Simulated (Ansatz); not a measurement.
**C2H6GaSb: how energies converge with the basis set**

Aim: see how fast density functionals converge with the basis set for C2H6GaSb.

Computed with Ansatz 0.2.0, Gaussian basis. Level: one geometry, several basis sets.

Plan: PBE0-D4/def2-SVP; ωB97M-V/def2-SVP; PBE0-D4/def2-QZVPP; ωB97M-V/def2-QZVPP; the functionals' def2-TZVPP values are taken from earlier runs.

## 1. Structure used throughout

All runs share one geometry, relaxed beforehand with PBE0-D4 in a triple-zeta def2 set. Sb takes the def2 core potential; no spin-orbit term is included.

SMILES `[CH3][Sb]1[CH2][GaH]1`, 10 atoms, charge 0, spin multiplicity 1.

Atoms are counted from 1 here; the program's logs count them from 0.

Bond lengths: C1–Sb2 2.184 Å, C1–H5 1.090 Å, C1–H6 1.091 Å, C1–H7 1.090 Å, Sb2–C3 2.255 Å, Sb2–Ga4 2.564 Å, C3–Ga4 1.946 Å, C3–H8 1.088 Å, C3–H9 1.090 Å, Ga4–H10 1.552 Å. Angles: Sb2–C1–H5 107.9°, Sb2–C1–H6 112.6°, Sb2–C1–H7 109.2°, H5–C1–H6 108.6°, H5–C1–H7 109.4°, H6–C1–H7 109.1°, C1–Sb2–C3 93.0°, C1–Sb2–Ga4 89.5°, C3–Sb2–Ga4 47.1°, Sb2–C3–Ga4 74.8°, Sb2–C3–H8 114.6°, Sb2–C3–H9 110.5°, Ga4–C3–H8 123.0°, Ga4–C3–H9 116.9°, H8–C3–H9 111.3°, Sb2–Ga4–C3 58.1°, Sb2–Ga4–H10 157.0°, C3–Ga4–H10 144.4°.

## 2. PBE0-D4 in def2-SVP

Input file in.yaml:

```yaml
crystal:
  periodic: [false, false, false]
  atoms:
    - {symbol: C, position_ang: [0.521666, 1.649505, -0.223085]}
    - {symbol: Sb, position_ang: [0.981759, 0.067053, 1.210685]}
    - {symbol: C, position_ang: [-0.909166, -1.068993, 0.742199]}
    - {symbol: Ga, position_ang: [0.392601, -1.684022, -0.566447]}
    - {symbol: H, position_ang: [-0.032043, 2.427826, 0.302869]}
    - {symbol: H, position_ang: [-0.083810, 1.295059, -1.058404]}
    - {symbol: H, position_ang: [1.451689, 2.065776, -0.609139]}
    - {symbol: H, position_ang: [-1.760560, -0.443796, 0.483146]}
    - {symbol: H, position_ang: [-1.153653, -1.753577, 1.553752]}
    - {symbol: H, position_ang: [0.591506, -2.554822, -1.835586]}
basis:
  gaussian: {orbitals: def2-SVP}
hamiltonian: {xc: pbe0, dispersion: d4}
output: {orbitals: {seedname: orbitals}}
```

On the command line:

```console
ansatz run in.yaml --threads 4 --pin off --events-out ev --progress --plain --max-ram 10444MiB
```

Further steps of the session: ωB97M-V in def2-SVP; PBE0-D4 in def2-QZVPP; ωB97M-V in def2-QZVPP.

**Question.** What will the summary of the whole plan be? Wanted: PBE0-D4: double and triple zeta above quadruple; ωB97M-V: double and triple zeta above quadruple.

As calculated:

| quantity | value |
| --- | --- |
| PBE0-D4: double and triple zeta above quadruple | 10.79, 1.36 eV |
| ωB97M-V: double and triple zeta above quadruple | 10.90, 1.32 eV |

What this shows: PBE0-D4 gains 9.43 eV from double to triple zeta, then 1.36 eV more. These are total energies; as a rule much of such shifts cancels in differences, which this series doesn't test.
